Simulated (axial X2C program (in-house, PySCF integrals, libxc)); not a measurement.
# A two-component session on TeP: EOM-IP-CCSD levels

Wanted for TeP: EOM-IP-CCSD levels, at the two-component level.

Method: two-component X2C with atomic mean-field terms, Te dyall-acv3z, P dyall-av3z; program: an in-house X2C program for linear molecules on PySCF integrals.

All values are calculated.

## Step 1: The job

The input, task.json:

```json
{
 "zs": [
  52,
  15
 ],
 "q": 0,
 "bas": [
  "dyall-acv3z",
  "dyall-av3z"
 ],
 "r0": 2.3,
 "eom": "ip",
 "rq": -1,
 "thr": -1.0,
 "nmax": 95,
 "grid": [
  1,
  0.96,
  1.045,
  0.92,
  1.09,
  1.15
 ]
}
```

Keys: zs atomic numbers; q charge; bas basis sets; r0 starting distance in Å; eom kind of EOM run; thr threshold in hartree for freezing inner shells (an s shell follows its p shell); nmax most natural virtual spinors; grid distances as factors.

On the command line:

```
> python soeom.py task.json out
```

Nuclei are Gaussian, cores are contracted, and the Gaunt term is on.

## Step 2: EOM-IP-CCSD at 2.357 Å

Reference: the closed shell TeP⁻; 12 electrons correlated, 94 virtual spinors; roots sought by Ω: 1/2: 4, 3/2: 3, 5/2: 1.

Output:

```text
two-component X2C + atomic mean field  HF
basis functions 202  fitting functions 1031  grid points 5082
iter        total energy     max residual
   1      -7124.408932467     8.30e+00
   2      -7129.579150813     4.51e-02
   3      -7129.621756366     2.65e-02
   4      -7129.632536687     2.73e-03
   5      -7129.632891166     1.05e-03
   6      -7129.633023218     1.12e-03
   7      -7129.633103854     6.15e-04
   8      -7129.633172015     3.58e-04
   9      -7129.633187763     1.25e-04
  10      -7129.633188739     2.53e-05
  11      -7129.633188808     8.08e-06
  12      -7129.633188813     2.34e-06
  13      -7129.633188814     1.16e-06
converged
one-electron -10149.24307110  Coulomb 3046.15282876  exact exchange -197.57089398  xc functional 0.00000000  nuclear repulsion 175.12016314  atomic mean-field constant -4.09221563
correlated 12  virtual 280  natural virtual 94  E(MP2) -0.281232946  MP2 remainder -0.011829688
iter   CCSD correlation   residual
   1     -0.282971648   1.74e-01
   2     -0.293263313   8.29e-02
   3     -0.297309127   4.70e-02
   4     -0.297737427   2.42e-02
   5     -0.298003932   1.24e-02
   6     -0.298037997   5.47e-03
   7     -0.298045855   2.23e-03
   8     -0.298059549   1.13e-03
   9     -0.298044481   5.40e-04
  10     -0.298048238   2.42e-04
  11     -0.298045755   9.29e-05
  12     -0.298047539   4.24e-05
  13     -0.298047528   1.82e-05
(T) -0.020129956  T1 0.0376  D1 0.0855  max T2 0.154
EOM-IP-CCSD roots
2*Omega      energy/Eh   energy/eV  one-particle weight
    1       0.06247475      1.7000      0.919
    1       0.14888627      4.0514      0.857
    1       0.17547653      4.7750      0.904
    1       0.22474100      6.1155      0.001
    3       0.12783868      3.4787      0.881
    3       0.17304706      4.7089      0.021
    3       0.24106931      6.5598      0.000
    5       0.20360881      5.5405      0.000
```

T1 in the output is the amplitude norm over the root of the electron number; divide by √2 for the Lee–Taylor value.

```
  Ω  vertical IE (eV)  above lowest (cm⁻¹)                          spinor  weight
1/2             1.700                    0  49% P pπ, 26% Te pπ, 11% Te dπ    0.92
3/2             3.479                14350    65% Te pπ, 26% P pπ, 6% P dπ    0.88
1/2             4.051                18970             54% Te pπ, 31% P pπ    0.86
1/2             4.775                24800    42% P pσ, 37% Te pσ, 7% P sσ    0.90
```

Wall time 6.8 s (1 thread of Arm Neoverse V2, shared host); peak memory 0.78 GiB.

## Step 3: EOM-IP-CCSD at 2.263 Å

```
  Ω  vertical IE (eV)  above lowest (cm⁻¹)                          spinor  weight
1/2             1.511                    0  47% P pπ, 25% Te pπ, 13% Te dπ    0.93
3/2             3.655                17290    62% Te pπ, 28% P pπ, 6% P dπ    0.86
1/2             4.209                21760    49% Te pπ, 30% P pπ, 7% P pσ    0.86
1/2             4.798                26510   39% P pσ, 33% Te pσ, 8% Te pπ    0.90
```

It took 8.5 s on 1 thread of Arm Neoverse V2, shared host; peak memory 0.81 GiB.

## Step 4: EOM-IP-CCSD at 2.463 Å

```
  Ω  vertical IE (eV)  above lowest (cm⁻¹)                         spinor  weight
1/2             1.902                    0  51% P pπ, 28% Te pπ, 9% Te dπ    0.91
3/2             3.300                11280            69% Te pπ, 23% P pπ    0.89
1/2             3.897                16100            56% Te pπ, 32% P pπ    0.85
1/2             4.739                22880            44% P pσ, 39% Te pσ    0.91
```

Run time: 8.3 s. Hardware: 1 thread of Arm Neoverse V2, shared host; peak memory 0.82 GiB.

## Step 5: EOM-IP-CCSD at 2.168 Å

```
  Ω  vertical IE (eV)  above lowest (cm⁻¹)                          spinor  weight
1/2             1.314                    0  44% P pπ, 24% Te pπ, 15% Te dπ    0.93
3/2             3.839                20370    59% Te pπ, 30% P pπ, 7% P dπ    0.75
1/2             4.375                24690   40% Te pπ, 26% P pπ, 13% P pσ    0.87
1/2             4.824                28310  34% P pσ, 27% Te pσ, 16% Te pπ    0.89
```

Wall time 8.3 s (1 thread of Arm Neoverse V2, shared host); peak memory 0.82 GiB.

## Step 6: EOM-IP-CCSD at 2.569 Å

```
  Ω  vertical IE (eV)  above lowest (cm⁻¹)                         spinor  weight
1/2             2.092                    0  51% P pπ, 31% Te pπ, 7% Te dπ    0.90
3/2             3.140                 8450            73% Te pπ, 20% P pπ    0.90
1/2             3.771                13550            56% Te pπ, 34% P pπ    0.84
1/2             4.690                20960            45% P pσ, 40% Te pσ    0.91
```

Run time: 10 s. Hardware: 1 thread of Arm Neoverse V2, shared host; peak memory 0.82 GiB.

## Step 7: EOM-IP-CCSD at 2.711 Å

```
  Ω  vertical IE (eV)  above lowest (cm⁻¹)               spinor  weight
1/2             2.327                    0  48% P pπ, 37% Te pπ    0.88
3/2             2.953                 5050  78% Te pπ, 15% P pπ    0.90
1/2             3.649                10670  53% Te pπ, 38% P pπ    0.82
1/2             4.606                18380  47% P pσ, 41% Te pσ    0.91
```

Run time: 10 s. Hardware: 1 thread of Arm Neoverse V2, shared host; peak memory 0.82 GiB.

## Step 8: Curves of the states

Energies in eV from the lowest point of the lowest state; states are followed by energy order within each Ω.

```
R (Å)  (1)Ω=1/2  (1)Ω=3/2  (2)Ω=1/2  (3)Ω=1/2
2.168    0.0838    2.6094    3.1450    3.5943
2.263    0.0000    2.1435    2.6979    3.2866
2.357    0.1053    1.8839    2.4566    3.1802
2.463    0.3716    1.7698    2.3673    3.2090
2.569    0.7337    1.7820    2.4132    3.3321
2.711    1.2912    1.9172    2.6139    3.5705
```

Constants where the minimum is well bracketed (masses 129.906 and 30.974 u):

```
   state  Te (cm⁻¹)  Re (Å)  ωe (cm⁻¹)
(1)Ω=1/2          0   2.251        489
(3)Ω=1/2      25620   2.384        366
```

## Step 9: Outcome

| quantity | value |
| --- | --- |
| lowest root at 2.357 Å | Ω = 1/2, 1.700 eV |
| next root led by one particle | Ω = 3/2, about 14350 cm⁻¹ higher |
| T1 of the reference | 0.027 |
| lowest state, Re and ωe | 2.251 Å, 489 cm⁻¹ |

Removing an electron from the reference determinant of TeP⁻ costs 1.70 eV and empties a spinor of 49% P pπ, 26% Te pπ, 11% Te dπ. The closed-shell reference lies 0.43 eV above the lowest determinant found, so these energies count from an excited configuration. Errors of 0.1 to 0.3 eV are usual at this size, and roots led by higher excitations are left out, so the list is incomplete, and low states of that kind can be missing. T1 or the largest double amplitude of the reference is raised, which lowers the reliability. The bond is 0.111 Å shorter than in the closed-shell reference at CCSD (2.362 Å).
